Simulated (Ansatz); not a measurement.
**Te in Ansatz: the effect of exact exchange**

Crystal: Te.

```
Te
1.0
     5.22326    0.00000    0.00000
     0.00000    5.22326    0.00000
     0.00000    0.00000    5.22326
Te
4
Direct
  0.87500 0.12500 0.62500
  0.37500 0.37500 0.37500
  0.12500 0.62500 0.87500
  0.62500 0.87500 0.12500
```

The cell was built by a generator and needn't be a form met in nature.

Alike in all runs:

```yaml
Program: Ansatz 0.2.0
Task: single point
Functional: HSE06 form with a typed share of exact exchange
Potentials_or_basis: Ansatz PAW
Cutoff: "420 eV (not typed: the program's choice for these potentials)"
k_mesh: 3 × 3 × 3
Occupations: fermi-dirac, width 0.05 eV
Spin: no spin polarisation
```

```csv
exact exchange,pressure (GPa)
0.05,-0.2
0.1,-0.5
0.15,-0.9
0.2,-1.3
0.25,-1.6
0.3,-2.0
0.4,-2.7
0.5,?
```

Problem. What does the run with exact exchange 0.5 give?

Solution. Pressure -3.4 GPa.

Worked out: A straight line through the other rows of the pressure, of slope -7.22 GPa per unit of exact exchange, extrapolates to -3.4 GPa, against the run's -3.4.

Caveats: some runs use coarse meshes; the PAW data sets come from PBE, with cores solved anew for the run's functional, which leaves a small shift of forces and pressure; the thresholds are loose for stress.
